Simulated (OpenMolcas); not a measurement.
# A workflow on C8H18 (SMILES CCCCCC(C)C)

We compute the energy (singlet C8H18, HF/STO-3G), then the energy (singlet C8H18, CASSCF(6,6)/STO-3G), then a single-point energy (singlet C8H18, CASPT2(6,6)/STO-3G), then a single-point energy (triplet C8H18, CASPT2(6,6)/STO-3G) of C8H18. 

The calculation is run with OpenMolcas 26.06.

## Step 1: The molecule

The species is C8H18 (26 atoms), meant as a singlet with charge 0. As SMILES, `CCCCCC(C)C`. Geometry: relaxed at PBE0-D4/def2-TZVP. This is one conformer, not always the lowest.

Some bond lengths: C1–C2 1.519 Å, C2–C3 1.520 Å, C3–C4 1.520 Å, C4–C5 1.523 Å, C5–C6 1.528 Å, C6–C7 1.522 Å, C6–C8 1.522 Å, C1–H9 1.094 Å, C1–H10 1.092 Å, C1–H11 1.094 Å, C2–H12 1.096 Å, C2–H13 1.096 Å, C3–H14 1.098 Å, C3–H15 1.096 Å, C4–H16 1.096 Å, C4–H17 1.096 Å. Some angles: C1–C2–C3 113.1°, C2–C3–C4 113.1°, C3–C4–C5 114.4°, C4–C5–C6 116.1°, C5–C6–C7 112.2°, C5–C6–C8 110.0°, C7–C6–C8 110.6°, C1–C2–H12 109.7°, C1–C2–H13 109.6°, C3–C2–H12 109.2°.

## Step 2: A single-point energy at HF/STO-3G (RICD fitting) (run 1)

File coord.xyz:

```xyz
26

C     -1.363600    -2.913900    -1.962400
C     -1.493600    -1.411000    -1.786700
C     -0.818500    -0.898000    -0.525400
C     -0.939200     0.607400    -0.353300
C     -0.365400     1.140500     0.953000
C      1.120100     0.875000     1.191500
C      1.991500     1.451300     0.085100
C      1.537900     1.428000     2.546200
H     -1.812800    -3.448800    -1.120700
H     -1.856000    -3.257800    -2.874900
H     -0.313300    -3.214100    -2.018300
H     -2.553600    -1.132000    -1.766800
H     -1.064400    -0.900000    -2.656600
H     -1.253000    -1.399900     0.349000
H      0.237900    -1.190300    -0.544900
H     -0.462800     1.107500    -1.204300
H     -1.998600     0.884400    -0.404900
H     -0.532400     2.224300     0.999600
H     -0.931700     0.711800     1.789200
H      1.274800    -0.211000     1.214100
H      1.772300     1.003700    -0.886900
H      1.838600     2.532100    -0.004000
H      3.051100     1.283000     0.294200
H      2.587300     1.209300     2.759900
H      1.412700     2.515400     2.575600
H      0.934500     1.003100     3.352900
```

File step1.inp:

```
&GATEWAY
 Coord=coord.xyz
 Basis=STO-3G
 Group=NoSym
 RICD

&SEWARD

&SCF
 PrOrbitals=1 1
```

Run with:

```
export MOLCAS_MEM=1860
pymolcas step1.inp > step1.log
```

Standard output:

```text
--- Start Module: gateway ---
[...]
--- Stop Module: gateway /rc=_RC_ALL_IS_WELL_ ---
--- Start Module: seward ---
[...]
      Basis functions           58
--- Stop Module: seward /rc=_RC_ALL_IS_WELL_ ---
--- Start Module: scf ---
[...]
       Convergence after  12 Iterations
[...]
::    Total SCF energy                               -309.7452584962
[...]
      Total spin, S                                     0.0000000000
[...]
      Total electronic charge=   66.000000
      Total            charge=   -0.000000
[...]
      Dipole Moment (debye):
      Origin of the operator (angstrom)=   -0.0319    0.0269    0.0143
                   X= -2.6568E-02               Y= -3.5754E-03               Z= -6.2389E-04           Total=  2.6815E-02
      Quadrupole Moment (debye*angstrom):
[...]
--- Stop Module: scf /rc=_RC_ALL_IS_WELL_ ---
[...]
```

It took 2.4 s on 1 thread of Arm Neoverse V1, shared host; peak memory 0.082 GiB.

## Step 3: A single-point energy at CASSCF(6,6)/STO-3G (RICD fitting) (run 2)

coord.xyz is that of step 2.

File step2.inp:

```
>>> EXPORT MOLCAS_PRINT=2

&GATEWAY
 Coord = coord.xyz
 Basis = STO-3G
 Group = NoSym
 RICD

&SEWARD

&RASSCF
 FileOrb = $CurrDir/step1.ScfOrb
 Spin = 1
 Nactel = 6 0 0
 Inactive = 30
 Ras2 = 6
 OrbListing = Nothing
 OrbAppear = Compact
```

Run with:

```
export MOLCAS_MEM=1860
pymolcas step2.inp > step2.log
```

Standard output:

```text
--- Start Module: gateway ---
[...]
--- Stop Module: gateway /rc=_RC_ALL_IS_WELL_ ---
--- Start Module: seward ---
[...]
      Basis functions           58
--- Stop Module: seward /rc=_RC_ALL_IS_WELL_ ---
--- Start Module: rasscf ---
[...]
      Number of active orbitals                  6
[...]
      Spin quantum number                      0.0
[...]
      Active orbitals                            6
[...]
      Number of CSFs                           175
[...]
      Number of root(s) required                 1
[...]
      Convergence after 26 iterations
[...]
      printout of CI-coefficients larger than  0.05 for root  1
      energy=    -309.797445
      conf/sym  111111     Coeff  Weight
             1  222000  -0.98514 0.97050
            11  220200   0.06371 0.00406
            20  2udu0d  -0.05925 0.00351
            43  022020   0.08354 0.00698
      Natural orbitals and occupation numbers for root  1
      sym 1:   1.976549   1.984355   1.979460   0.018504   0.021740   0.019392
      ************************************************************************************************************************
      *                                                    Final results                                                     *
[...]
::    RASSCF root number  1 Total energy:   -309.79744469
[...]
      Total electronic charge=   66.000000
      Total            charge=   -0.000000
[...]
      Dipole Moment (debye):
      Origin of the operator (angstrom)=   -0.0319    0.0269    0.0143
                   X= -2.2780E-02               Y= -6.5884E-03               Z= -7.2141E-03           Total=  2.4787E-02
      Quadrupole Moment (debye*angstrom):
[...]
--- Stop Module: rasscf /rc=_RC_ALL_IS_WELL_ ---
[...]
```

It took 4.5 s on 1 thread of Arm Neoverse V1, shared host; peak memory 0.082 GiB.

Run 3 isn't shown in full; the table further down has it.

## Step 4: The triplet: the energy at CASPT2(6,6)/STO-3G (RICD fitting, ipea shift 0.25 Eh, pt2 variant SS) (run 4)

File step4.input:

```
&gateway
coord
26
angstrom
C       -1.363600      -2.913900      -1.962400
C       -1.493600      -1.411000      -1.786700
C       -0.818500      -0.898000      -0.525400
C       -0.939200       0.607400      -0.353300
C       -0.365400       1.140500       0.953000
C        1.120100       0.875000       1.191500
C        1.991500       1.451300       0.085100
C        1.537900       1.428000       2.546200
H       -1.812800      -3.448800      -1.120700
H       -1.856000      -3.257800      -2.874900
H       -0.313300      -3.214100      -2.018300
H       -2.553600      -1.132000      -1.766800
H       -1.064400      -0.900000      -2.656600
H       -1.253000      -1.399900       0.349000
H        0.237900      -1.190300      -0.544900
H       -0.462800       1.107500      -1.204300
H       -1.998600       0.884400      -0.404900
H       -0.532400       2.224300       0.999600
H       -0.931700       0.711800       1.789200
H        1.274800      -0.211000       1.214100
H        1.772300       1.003700      -0.886900
H        1.838600       2.532100      -0.004000
H        3.051100       1.283000       0.294200
H        2.587300       1.209300       2.759900
H        1.412700       2.515400       2.575600
H        0.934500       1.003100       3.352900
basis = STO-3G
group = NoSym
ricd
&seward
&rasscf
fileorb = $CurrDir/step2.RasOrb
spin = 3
nactel = 6 0 0
inactive = 30
ras2 = 6
orblisting = Nothing
orbappear = Compact
&caspt2
imaginary = 0.2
```

Run with:

```
export MOLCAS_MEM=1860
pymolcas step4.input > step4.log
```

Standard output:

```text
--- Start Module: gateway ---
[...]
--- Stop Module: gateway /rc=_RC_ALL_IS_WELL_ ---
[...]
      Basis functions           58
[...]
--- Start Module: rasscf ---
[...]
      Number of active orbitals                  6
[...]
      Spin quantum number                      1.0
[...]
      Active orbitals                            6
[...]
      Number of CSFs                           189
[...]
      Number of root(s) required                 1
[...]
      Convergence after 18 iterations
[...]
      printout of CI-coefficients larger than  0.05 for root  1
      energy=    -309.203903
      conf/sym  111111     Coeff  Weight
             2  22u0u0  -0.80440 0.64705
             6  2u200u  -0.29824 0.08895
             7  u22u00   0.49109 0.24117
            65  u20u20   0.05184 0.00269
            81  20u0u2   0.05262 0.00277
            88  uduuud   0.05676 0.00322
[...]
      Natural orbitals and occupation numbers for root  1
      sym 1:   1.734874   1.891886   1.329492   0.263557   0.670438   0.109753
      ************************************************************************************************************************
      *                                                    Final results                                                     *
[...]
::    RASSCF root number  1 Total energy:   -309.20390258
[...]
      Total electronic charge=   66.000000
      Total            charge=   -0.000000
[...]
      Dipole Moment (debye):
      Origin of the operator (angstrom)=   -0.0319    0.0269    0.0143
                   X=  1.4951E-01               Y= -2.6194E-02               Z= -1.0954E-02           Total=  1.5218E-01
      Quadrupole Moment (debye*angstrom):
[...]
--- Stop Module: rasscf /rc=_RC_ALL_IS_WELL_ ---
[...]
--- Start Module: caspt2 ---
[...]
      E2 (Variational):          -0.3823251904
      Total energy:            -309.5862277716
[...]
      Reference weight:           0.86431
[...]
::    CASPT2 Root  1     Total energy:   -309.58622777
[...]
--- Stop Module: caspt2 /rc=_RC_ALL_IS_WELL_ ---
[...]
```

It took 4.8 s on 1 thread of Arm Neoverse V1, shared host; peak memory 0.082 GiB.

## Step 5: Overview of the runs

| run | level | active rule | inactive | partner | energy (Eh) | dipole moment (D) of the reference | wall time |
| --- | --- | --- | --- | --- | --- | --- | --- |
| 1 | HF/STO-3G (RICD fitting) | – | – | base | -309.745258 | 0.03 | 2.4 s |
| 2 | CASSCF(6,6)/STO-3G (RICD fitting) | frontier window | 30 | base | -309.797445 | 0.02 | 4.5 s |
| 3 | CASPT2(6,6)/STO-3G (RICD fitting, ipea shift 0.25 Eh, pt2 variant SS) | frontier window | 30 | base | -310.166928 | 0.02 | 3 s |
| 4 | CASPT2(6,6)/STO-3G (RICD fitting, ipea shift 0.25 Eh, pt2 variant SS) | frontier window | 30 | triplet | -309.586228 | 0.15 | 4.8 s |

## Step 6: Outcome

| quantity | value |
| --- | --- |
| triplet: total energy | -309.58623 Eh |
| triplet: dipole moment (CASSCF density) | 0.15 D |
| vertical energy of the triplet above the singlet | 15.802 eV |

What this shows: At this shape the triplet lies 15.80 eV (1525 kJ/mol) above the singlet. In a minimal basis such a difference can be off by several eV, whatever the method. Below the HF energy at the same shape and in the same basis (STO-3G): CASSCF(6,6) -52.2 mEh; CASPT2(6,6) -421.7 mEh. Active-space methods hold only the correlation inside their space unless a perturbation or CI step follows. In runs 1, 2, 3, 4 the basis is minimal, so the values are rough. All runs together took 15 s, the longest 4.8 s.
